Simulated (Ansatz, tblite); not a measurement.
# GaMe2(hfac) (C₇H₇F₆GaO₂): removing an electron, part 1 of 2

What does removing an electron cost or gain for GaMe2(hfac) (C₇H₇F₆GaO₂)? Each charged state is run at several levels.

Program: Ansatz 0.2.0, Gaussian basis. Level of theory: as each input shows. These are calculated values, not measurements.

The runs, in order: charge +1 doublet, at the geometry of the singlet (PBE0-D4/def2-TZVP, PBE-D4/def2-TZVP, r2SCANh-D4/def2-TZVP); charge +1 doublet, relaxed (PBE0-D4/def2-TZVP, PBE-D4/def2-TZVP); the starting singlet's energies come from earlier runs.

### 1 The geometry

The singlet was relaxed beforehand with PBE-D4/def2-SVP.

23 atoms, charge 0, spin multiplicity 1.

Atoms are counted from 1 here; the program's logs count them from 0.

Bond lengths: Ga1–C2 1.966 Å, Ga1–C6 1.965 Å, Ga1–O10 2.022 Å, Ga1–O22 2.022 Å, C2–H3 1.108 Å, C2–H4 1.108 Å, C2–H5 1.108 Å, C6–H7 1.108 Å, C6–H8 1.109 Å, C6–H9 1.109 Å, O10–C11 1.271 Å, C11–C12 1.545 Å, C11–C16 1.407 Å, C12–F13 1.346 Å, C12–F14 1.347 Å, C12–F15 1.350 Å, C16–C17 1.407 Å, C16–H23 1.095 Å and more. Angles: C2–Ga1–C6 136.4°, C2–Ga1–O10 105.1°, C2–Ga1–O22 105.0°, C6–Ga1–O10 105.2°, C6–Ga1–O22 105.6°, O10–Ga1–O22 90.1°, Ga1–C2–H3 110.3°, Ga1–C2–H4 110.8°, Ga1–C2–H5 110.8°, H3–C2–H4 108.4°, H3–C2–H5 108.4°, H4–C2–H5 108.1°, Ga1–C6–H7 110.3°, Ga1–C6–H8 111.2°, Ga1–C6–H9 110.3°, H7–C6–H8 108.5°, H7–C6–H9 108.4°, H8–C6–H9 108.1° and more.

### 2 Charge +1 doublet at the fixed geometry, PBE0-D4/def2-TZVP

in.yaml reads:

```yaml
crystal:
  periodic: [false, false, false]
  atoms:
    - {symbol: Ga, position_ang: [1.327145, -0.052667, 1.044308]}
    - {symbol: C, position_ang: [0.729274, -0.022808, 2.916494]}
    - {symbol: H, position_ang: [-0.375982, 0.033306, 2.965818]}
    - {symbol: H, position_ang: [1.148387, 0.853401, 3.450241]}
    - {symbol: H, position_ang: [1.057182, -0.938355, 3.448128]}
    - {symbol: C, position_ang: [3.050644, -0.116169, 0.102945]}
    - {symbol: H, position_ang: [2.891872, -0.302677, -0.978046]}
    - {symbol: H, position_ang: [3.698097, -0.920288, 0.507394]}
    - {symbol: H, position_ang: [3.586979, 0.848083, 0.216348]}
    - {symbol: O, position_ang: [0.280460, 1.418826, 0.134298]}
    - {symbol: C, position_ang: [-0.727895, 1.258552, -0.622328]}
    - {symbol: C, position_ang: [-1.326544, 2.588770, -1.130076]}
    - {symbol: F, position_ang: [-0.393098, 3.280657, -1.810026]}
    - {symbol: F, position_ang: [-1.730388, 3.334563, -0.083978]}
    - {symbol: F, position_ang: [-2.385996, 2.396639, -1.944484]}
    - {symbol: C, position_ang: [-1.320329, 0.047584, -1.026120]}
    - {symbol: C, position_ang: [-0.824165, -1.204721, -0.618408]}
    - {symbol: C, position_ang: [-1.513038, -2.485377, -1.139101]}
    - {symbol: F, position_ang: [-1.879696, -3.264158, -0.104597]}
    - {symbol: F, position_ang: [-0.653204, -3.179728, -1.910871]}
    - {symbol: F, position_ang: [-2.612704, -2.212990, -1.874159]}
    - {symbol: O, position_ang: [0.164017, -1.440868, 0.144971]}
    - {symbol: H, position_ang: [-2.191007, 0.080415, -1.688752]}
basis:
  gaussian: {orbitals: def2-TZVP, fitting: {mean_field: def2-universal-jkfit}}
total_charge: 1
magnetization: {spin_polarized: true, initial_magnetization: 1}
hamiltonian: {xc: pbe0, dispersion: d4}
scf: {omitted_lower_state_checks: [starts]}
output: {orbitals: {seedname: orbitals}}
```

Run with:

```
$ ansatz run in.yaml --threads 2 --pin off --events-out ev --progress --plain --max-ram 32768MiB --backend cuda --devices 0, --max-vram 18GiB
```

Standard output:

```text
Functional definition: PBE0
  name "PBE0"
  cite "Adamo & Barone, J. Chem. Phys. 110, 6158 (1999) doi:10.1063/1.478522"
  cite "Perdew, Burke & Ernzerhof, Phys. Rev. Lett. 77, 3865 (1996) doi:10.1103/PhysRevLett.77.3865"
  parent pbe
  parameter a = 0.25
  parameter kappa = 0.804
  parameter beta = 0.06672455060314922
  exchange = (1 - a)*pbe_x(kappa = kappa, mu = beta*pi^2/3) + a*exact_x
  correlation = pbe_c(beta = beta)
these checks for a lower state are left out or cut short: starts
1533 factors; integrals over basis functions are off by at most 1.6e0 eV
mean field evaluation 1: about -80097.1483 eV, gradient 7.5e1 eV
mean field evaluation 2: about -80086.8966 eV, gradient 9.7e1 eV
mean field evaluation 4: about -80115.3793 eV, gradient 6.2e0 eV
mean field evaluation 8: about -80115.5178 eV, gradient 3.6e-1 eV
mean field evaluation 16: about -80115.5204 eV, gradient 3.2e-3 eV
mean field -80115.52044189 eV, -2944.1910719894 hartree, gradient 2.3e-5 eV, S^2 0.770013; 0 other end points of the search recorded, 0 dependent functions left out
reference -80115.52047933 eV, -2944.1910733651 hartree; 75, 74 occupied and 480, 481 virtual orbitals, 1533 factors
Total energy: -80116.09919542 eV, -2944.2123407893 hartree
Checks for a lower state left out: starts
```

Run time: 8.5 s. Hardware: 1 × H100 (card shared with other runs) with 2 threads of AMD EPYC 7R13, shared host; peak host memory 1.1 GiB.

HOMO -12.84 eV, LUMO -10.89 eV (over both spins); ⟨S²⟩ 0.770 (pure: 0.75).

### 3 Charge +1 doublet at the fixed geometry, PBE-D4/def2-TZVP

start.molden holds the orbitals of an earlier run on this state, given as this run's starting guess.

in.yaml, as its differences from that of step 2:

```diff
@@ -27,6 +27,6 @@
 basis:
-  gaussian: {orbitals: def2-TZVP, fitting: {mean_field: def2-universal-jkfit}}
+  gaussian: {orbitals: def2-TZVP, fitting: {mean_field: def2-universal-jkfit}, initial_orbitals: start.molden}
 total_charge: 1
 magnetization: {spin_polarized: true, initial_magnetization: 1}
-hamiltonian: {xc: pbe0, dispersion: d4}
+hamiltonian: {xc: pbe, dispersion: d4}
 scf: {omitted_lower_state_checks: [starts]}
```

The command is unchanged.

Standard output:

```text
Functional definition: PBE
  name "PBE"
  cite "Perdew, Burke & Ernzerhof, Phys. Rev. Lett. 77, 3865 (1996) doi:10.1103/PhysRevLett.77.3865"
  parent pbe
  parameter kappa = 0.804
  parameter beta = 0.06672455060314922
  exchange = pbe_x(kappa = kappa, mu = beta*pi^2/3)
  correlation = pbe_c(beta = beta)
these checks for a lower state are left out or cut short: starts
1533 factors; integrals over basis functions are off by at most 1.6e0 eV
mean field evaluation 1: about -80114.2456 eV, gradient 1.4e1 eV
mean field evaluation 2: about -80114.6909 eV, gradient 4.7e-1 eV
mean field evaluation 4: about -80114.6903 eV, gradient 5.4e-3 eV
mean field -80114.69026792 eV, -2944.1605636587 hartree, gradient 2.0e-5 eV, S^2 0.755114; 0 other end points of the search recorded, 0 dependent functions left out
reference -80114.69031780 eV, -2944.1605654916 hartree; 75, 74 occupied and 480, 481 virtual orbitals, 1533 factors
Total energy: -80115.36085218 eV, -2944.1852071755 hartree
Checks for a lower state left out: starts
```

It took 6.5 s on 1 × H100 (card shared with other runs) with 2 threads of AMD EPYC 7R13, shared host; peak host memory 1 GiB.

From the report: HOMO -11.92 eV, LUMO -11.33 eV (over both spins); ⟨S²⟩ 0.755 (pure: 0.75).

### 4 Charge +1 doublet at the fixed geometry, r2SCANh-D4/def2-TZVP

in.yaml, as its differences from that of step 3:

```diff
@@ -30,3 +30,3 @@
 magnetization: {spin_polarized: true, initial_magnetization: 1}
-hamiltonian: {xc: pbe, dispersion: d4}
+hamiltonian: {xc: {name: r2SCANh}, dispersion: d4}
 scf: {omitted_lower_state_checks: [starts]}
```

Launched as before.

Standard output, cut to the lines that bear on the results:

```text
Functional definition: r2SCANh
  name "r2SCANh"
  cite "Bursch, Neugebauer, Ehlert & Grimme, J. Chem. Phys. 156, 134105 (2022) doi:10.1063/5.0086040"
  cite "Furness, Kaplan, Ning, Perdew & Sun, J. Phys. Chem. Lett. 11, 8208 (2020) doi:10.1021/acs.jpclett.0c02405"
  cite "Furness, Kaplan, Ning, Perdew & Sun, J. Phys. Chem. Lett. 11, 9248 (2020) doi:10.1021/acs.jpclett.0c03077"
  parent r2scan
[...]
1533 factors; integrals over basis functions are off by at most 1.6e0 eV
[...]
mean field -80136.35986119 eV, -2944.9569065230 hartree, gradient 2.4e-5 eV, S^2 0.772504; 0 other end points of the search recorded, 0 dependent functions left out
reference -80136.35987637 eV, -2944.9569070811 hartree; 75, 74 occupied and 480, 481 virtual orbitals, 1533 factors
Total energy: -80136.56273532 eV, -2944.9643620098 hartree
Checks for a lower state left out: starts
```

Run time: 13 s. Hardware: 1 × H100 (card shared with other runs) with 2 threads of AMD EPYC 7R13, shared host; peak host memory 1.2 GiB.

HOMO -12.49 eV, LUMO -11.18 eV (over both spins); ⟨S²⟩ 0.773 (pure: 0.75).

### 5 Vertical ionisation energy

Charged state less starting state, singlet to doublet; the starting state's energies are those of its earlier runs.

| level | vertical ionisation energy (eV) | time |
| --- | --- | --- |
| PBE-D4/def2-TZVP | +8.96 | 11 s |
| r2SCANh-D4/def2-TZVP | +9.22 | 18 s |
| PBE0-D4/def2-TZVP | +9.32 | 18 s |

Times add the two runs; a level without a time comes out of a correlated run.

Beside −ε(HOMO) of the starting state:

| level | −ε(HOMO) (eV) | by difference (eV) | mismatch (eV) |
| --- | --- | --- | --- |
| PBE-D4/def2-TZVP | 6.53 | 8.96 | -2.43 |
| r2SCANh-D4/def2-TZVP | 7.23 | 9.22 | -2.00 |
| PBE0-D4/def2-TZVP | 7.70 | 9.32 | -1.62 |

### 6 Relaxing the charge +1 doublet

in.yaml, as its differences from that of step 4:

```diff
@@ -27,7 +27,8 @@
 basis:
-  gaussian: {orbitals: def2-TZVP, fitting: {mean_field: def2-universal-jkfit}, initial_orbitals: start.molden}
+  gaussian: {orbitals: def2-SVP}
 total_charge: 1
 magnetization: {spin_polarized: true, initial_magnetization: 1}
-hamiltonian: {xc: {name: r2SCANh}, dispersion: d4}
-scf: {omitted_lower_state_checks: [starts]}
+hamiltonian: {xc: pbe, dispersion: d4}
+scf: {lower_state_search: "off"}
 output: {orbitals: {seedname: orbitals}}
+relax: {f_tol: 0.03, max_steps: 70}
```

The command is unchanged.

Standard output:

```text
Functional definition: PBE
  name "PBE"
  cite "Perdew, Burke & Ernzerhof, Phys. Rev. Lett. 77, 3865 (1996) doi:10.1103/PhysRevLett.77.3865"
  parent pbe
  parameter kappa = 0.804
  parameter beta = 0.06672455060314922
  exchange = pbe_x(kappa = kappa, mu = beta*pi^2/3)
  correlation = pbe_c(beta = beta)
these checks for a lower state are left out or cut short: stability, starts, cluster_reference, orbital_swaps, neighbouring_geometries, increment
3041 factors; their error is unknown
mean field evaluation 1: about -80051.8610 eV, gradient 7.9e1 eV
mean field evaluation 2: about -80015.5510 eV, gradient 1.2e2 eV
mean field evaluation 4: about -80073.7772 eV, gradient 1.8e1 eV
mean field evaluation 8: about -80075.7082 eV, gradient 5.8e-1 eV
mean field evaluation 16: about -80075.5230 eV, gradient 1.4e-2 eV
mean field evaluation 32: about -80075.5230 eV, gradient 4.5e-6 eV
mean field -80075.52302737 eV, -2942.7211941168 hartree, gradient 4.5e-6 eV, S^2 0.754964; 0 other end points of the search recorded, 0 dependent functions left out
the calculation of the forces begins
reference -80075.52307221 eV, -2942.7211957648 hartree; 75, 74 occupied and 202, 203 virtual orbitals, 3041 factors
relax step   1: F+E_penalty+E_count = -80076.19356175 eV  Δ(F+E_penalty+E_count) = +0.000e0 eV  max|allowed force component| = 1.163e0 eV/Å  Δτ_max = 0.0000 Å  (28 SCF iters, accepted)
these checks for a lower state are left out or cut short: stability, starts, cluster_reference, orbital_swaps, neighbouring_geometries, increment
3041 factors; their error is unknown
mean field -80075.67597941 eV, -2942.7268150006 hartree, gradient 9.6e-6 eV, S^2 0.754767; 0 other end points of the search recorded, 0 dependent functions left out
the calculation of the forces begins
reference -80075.67602398 eV, -2942.7268166387 hartree; 75, 74 occupied and 202, 203 virtual orbitals, 3041 factors
relax step   2: F+E_penalty+E_count = -80076.34594454 eV  Δ(F+E_penalty+E_count) = -1.524e-1 eV  max|allowed force component| = 6.745e-1 eV/Å  Δτ_max = 0.0809 Å  (26 SCF iters, accepted)
these checks for a lower state are left out or cut short: stability, starts, cluster_reference, orbital_swaps, neighbouring_geometries, increment
3041 factors; their error is unknown
mean field -80075.74141326 eV, -2942.7292196502 hartree, gradient 1.9e-6 eV, S^2 0.754604; 0 other end points of the search recorded, 0 dependent functions left out
the calculation of the forces begins
reference -80075.74145767 eV, -2942.7292212823 hartree; 75, 74 occupied and 202, 203 virtual orbitals, 3041 factors
relax step   3: F+E_penalty+E_count = -80076.40946670 eV  Δ(F+E_penalty+E_count) = -6.352e-2 eV  max|allowed force component| = 2.894e-1 eV/Å  Δτ_max = 0.0967 Å  (29 SCF iters, accepted)
these checks for a lower state are left out or cut short: stability, starts, cluster_reference, orbital_swaps, neighbouring_geometries, increment
3041 factors; their error is unknown
mean field -80075.76354782 eV, -2942.7300330805 hartree, gradient 2.3e-6 eV, S^2 0.754372; 0 other end points of the search recorded, 0 dependent functions left out
the calculation of the forces begins
reference -80075.76359202 eV, -2942.7300347049 hartree; 75, 74 occupied and 202, 203 virtual orbitals, 3041 factors
relax step   4: F+E_penalty+E_count = -80076.43177532 eV  Δ(F+E_penalty+E_count) = -2.231e-2 eV  max|allowed force component| = 3.009e-1 eV/Å  Δτ_max = 0.1153 Å  (28 SCF iters, accepted)
these checks for a lower state are left out or cut short: stability, starts, cluster_reference, orbital_swaps, neighbouring_geometries, increment
3041 factors; their error is unknown
mean field evaluation 64: about -80075.7730 eV, gradient 1.0e-5 eV
mean field -80075.77303373 eV, -2942.7303816811 hartree, gradient 8.4e-7 eV, S^2 0.754253; 0 other end points of the search recorded, 0 dependent functions left out
the calculation of the forces begins
reference -80075.77307780 eV, -2942.7303833006 hartree; 75, 74 occupied and 202, 203 virtual orbitals, 3041 factors
relax step   5: F+E_penalty+E_count = -80076.44038686 eV  Δ(F+E_penalty+E_count) = -8.612e-3 eV  max|allowed force component| = 9.574e-2 eV/Å  Δτ_max = 0.0927 Å  (27 SCF iters, accepted)
these checks for a lower state are left out or cut short: stability, starts, cluster_reference, orbital_swaps, neighbouring_geometries, increment
3041 factors; their error is unknown
mean field -80075.77249019 eV, -2942.7303617064 hartree, gradient 2.3e-6 eV, S^2 0.754186; 0 other end points of the search recorded, 0 dependent functions left out
the calculation of the forces begins
reference -80075.77253416 eV, -2942.7303633225 hartree; 75, 74 occupied and 202, 203 virtual orbitals, 3041 factors
relax step   6: F+E_penalty+E_count = -80076.44141628 eV  Δ(F+E_penalty+E_count) = -1.029e-3 eV  max|allowed force component| = 3.531e-2 eV/Å  Δτ_max = 0.0156 Å  (25 SCF iters, accepted)
these checks for a lower state are left out or cut short: stability, starts, cluster_reference, orbital_swaps, neighbouring_geometries, increment
3041 factors; their error is unknown
mean field -80075.77328671 eV, -2942.7303909780 hartree, gradient 2.6e-6 eV, S^2 0.754198; 0 other end points of the search recorded, 0 dependent functions left out
the calculation of the forces begins
reference -80075.77333070 eV, -2942.7303925947 hartree; 75, 74 occupied and 202, 203 virtual orbitals, 3041 factors
relax step   7: F+E_penalty+E_count = -80076.44167560 eV  Δ(F+E_penalty+E_count) = -2.593e-4 eV  max|allowed force component| = 1.245e-2 eV/Å  Δτ_max = 0.0115 Å  (19 SCF iters, accepted)
Total energy: -80076.44171960 eV, -2942.7549554335 hartree
Atom 0 at     1.174372    -0.045171     0.927476 Å, force    -0.012446     0.000709    -0.004906 eV/Å
Atom 1 at     0.955995    -0.030517     2.945599 Å, force     0.002020    -0.000306     0.003495 eV/Å
Atom 2 at    -0.140618     0.035427     3.082404 Å, force    -0.008974     0.000743     0.002649 eV/Å
Atom 3 at     1.500910     0.860364     3.306901 Å, force     0.002242     0.001842    -0.001591 eV/Å
Atom 4 at     1.390076    -0.980922     3.305735 Å, force     0.001685    -0.002345    -0.001869 eV/Å
Atom 5 at     3.100598    -0.111135     0.303408 Å, force     0.009343     0.001605    -0.003015 eV/Å
Atom 6 at     3.011538    -0.240969    -0.792599 Å, force    -0.000011     0.000496    -0.007412 eV/Å
Atom 7 at     3.570057    -0.972651     0.811284 Å, force    -0.003036    -0.002246     0.001727 eV/Å
Atom 8 at     3.543023     0.858261     0.598109 Å, force    -0.001652     0.000472     0.001412 eV/Å
Atom 9 at     0.183197     1.385042     0.086564 Å, force    -0.000592    -0.011350     0.001082 eV/Å
Atom 10 at    -0.823545     1.264263    -0.698144 Å, force     0.006489     0.001163     0.004506 eV/Å
Atom 11 at    -1.395562     2.615147    -1.193647 Å, force    -0.003881     0.003548    -0.001232 eV/Å
Atom 12 at    -0.433768     3.274739    -1.850942 Å, force    -0.000931    -0.001233     0.000664 eV/Å
Atom 13 at    -1.785179     3.331575    -0.131624 Å, force     0.000074    -0.000675    -0.002441 eV/Å
Atom 14 at    -2.441354     2.420774    -2.009067 Å, force     0.002546     0.000224     0.001742 eV/Å
Atom 15 at    -1.408092     0.048766    -1.112536 Å, force     0.001305    -0.000246     0.001766 eV/Å
Atom 16 at    -0.919273    -1.205884    -0.690493 Å, force     0.004310    -0.001052     0.006104 eV/Å
Atom 17 at    -1.584240    -2.511224    -1.192233 Å, force    -0.002235    -0.003371    -0.003536 eV/Å
Atom 18 at    -1.937633    -3.253479    -0.137111 Å, force    -0.001790     0.002231    -0.001696 eV/Å
Atom 19 at    -0.693816    -3.182633    -1.935311 Å, force    -0.000784    -0.000062     0.002868 eV/Å
Atom 20 at    -2.668254    -2.240503    -1.932570 Å, force     0.003694    -0.000773     0.000256 eV/Å
Atom 21 at     0.073896    -1.399463     0.096815 Å, force     0.002569     0.010625    -0.000162 eV/Å
Atom 22 at    -2.272318     0.080185    -1.788018 Å, force     0.000055     0.000001    -0.000410 eV/Å
Dipole moment:     1.015635    -0.035771     0.826801 e Å
Checks for a lower state left out: stability, starts, cluster_reference, orbital_swaps, neighbouring_geometries, increment
```

Wall time 38 s (1 × H100 (card shared with other runs) with 2 threads of AMD EPYC 7R13, shared host).

The steps of the relaxation:

| step | energy from step 1 (eV) | largest force component (eV/Å) |
| --- | --- | --- |
| 1 | 0.0000 | 1.1630 |
| 2 | -0.1524 | 0.6745 |
| 3 | -0.2159 | 0.2893 |
| 4 | -0.2382 | 0.3009 |
| 5 | -0.2468 | 0.0957 |
| 6 | -0.2479 | 0.0353 |
| 7 | -0.2481 | 0.0124 |

Distances of close pairs at the start and the end, largest changes first:

| bond | before (Å) | after (Å) | change (Å) |
| --- | --- | --- | --- |
| Ga1–O10 | 2.022 | 1.933 | -0.089 |
| Ga1–O22 | 2.022 | 1.933 | -0.089 |
| Ga1–C2 | 1.966 | 2.030 | +0.064 |
| Ga1–C6 | 1.965 | 2.026 | +0.061 |
| O10–C11 | 1.271 | 1.282 | +0.011 |
| C17–O22 | 1.271 | 1.282 | +0.011 |
| C18–F21 | 1.350 | 1.340 | -0.010 |
| C12–F15 | 1.350 | 1.340 | -0.010 |

(Continued in part 2 of 2.)
